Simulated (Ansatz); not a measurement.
# H18C11S5O5: the cost of one run

All numbers below are computed with Ansatz 0.2.0 (DFT PBE, plane waves, PAW, scalar-relativistic, no spin polarisation).

## (1) The structure to begin with

The cell holds 39 atoms (C11H18O5S5): a = 8.841 Å, b = 8.841 Å, c = 8.841 Å, α = 90.00°, β = 90.00°, γ = 90.00°.

Its coordinates follow in the input file.

## (2) Preparing the start

Input file input.yaml:

```yaml
crystal:
  lattice:
    - [8.840823, 0.0, 0.0]
    - [0.0, 8.840823, 0.0]
    - [0.0, 0.0, 8.840823]
  atoms:
    - { symbol: C, position: [0.0063743, 0.0737897, -0.0143009] }
    - { symbol: C, position: [0.0841587, 0.2046073, 0.0667439] }
    - { symbol: H, position: [-0.0736375, 0.0162459, 0.0603125] }
    - { symbol: H, position: [-0.0563002, 0.1134316, -0.1131987] }
    - { symbol: H, position: [0.0885924, -0.0100042, -0.0530196] }
    - { symbol: H, position: [0.1641705, 0.2621511, -0.0078696] }
    - { symbol: H, position: [0.0019406, 0.2884011, 0.1054626] }
    - { symbol: H, position: [0.1468332, 0.1649653, 0.1656417] }
    - { symbol: C, position: [0.2910157, 0.0675503, 0.5704972] }
    - { symbol: C, position: [0.2350919, 0.106523, 0.7288814] }
    - { symbol: H, position: [0.2742171, 0.1620973, 0.4926575] }
    - { symbol: H, position: [0.4115991, 0.0403546, 0.5711222] }
    - { symbol: H, position: [0.2307051, -0.030098, 0.5245863] }
    - { symbol: H, position: [0.2518905, 0.011976, 0.8067211] }
    - { symbol: H, position: [0.2954025, 0.2041713, 0.7747923] }
    - { symbol: H, position: [0.1145085, 0.1337187, 0.7282564] }
    - { symbol: C, position: [0.3648051, 0.6275725, 0.8587277] }
    - { symbol: C, position: [0.1979201, 0.5917867, 0.8342188] }
    - { symbol: H, position: [0.4256739, 0.529187, 0.9022666] }
    - { symbol: H, position: [0.4191739, 0.6616743, 0.7530799] }
    - { symbol: H, position: [0.3793013, 0.7196756, 0.9398896] }
    - { symbol: H, position: [0.1370513, 0.6901722, 0.7906799] }
    - { symbol: H, position: [0.1834238, 0.4996836, 0.753057] }
    - { symbol: H, position: [0.1435513, 0.5576849, 0.9398666] }
    - { symbol: O, position: [0.3683435, 0.203874, 0.1376249] }
    - { symbol: C, position: [0.4448119, 0.253519, 0.2349129] }
    - { symbol: S, position: [0.5463566, 0.319444, 0.3641045] }
    - { symbol: O, position: [0.7417976, 0.5244263, -0.0540702] }
    - { symbol: C, position: [0.77921, 0.5879696, 0.0570135] }
    - { symbol: S, position: [0.828891, 0.6723505, 0.2045247] }
    - { symbol: O, position: [0.7043045, 1.0993195, 0.5168487] }
    - { symbol: C, position: [0.7297772, 1.0087553, 0.6113277] }
    - { symbol: S, position: [0.7636031, 0.8884925, 0.7367892] }
    - { symbol: O, position: [0.8451048, 0.3525361, 0.2634267] }
    - { symbol: C, position: [0.9283579, 0.3627723, 0.3670662] }
    - { symbol: S, position: [1.0389122, 0.3763652, 0.5046922] }
    - { symbol: O, position: [0.3728655, 0.9428953, 0.0911955] }
    - { symbol: C, position: [0.3182785, 0.8660543, 0.1854968] }
    - { symbol: S, position: [0.2457908, 0.7640148, 0.3107222] }
basis:
  ecutwfc: 420.0
kpoints:
  mp_grid: { grid: [1, 1, 1] }
hamiltonian:
  xc: pbe
scf:
  occupations: { method: fermi_dirac, width: 0.02 }
  lower_state_search: "off"
relax:
  f_tol: 0.3
  max_steps: 15
  adjacent_minimum: "off"
output:
  write_density: true
  write_potential: true
  elf: true
  volumetric_format: npy
```

Launch:

```
ansatz run input.yaml --threads 1 --pin off --max-ram 3072MiB --backend cpu --events-out ev --progress --plain --runs-dir out
```

What time and memory should one allow on 1 thread of Intel Xeon Platinum 8488C (Sapphire Rapids), shared host?

About 32 s, with a peak of 0.64 GiB.
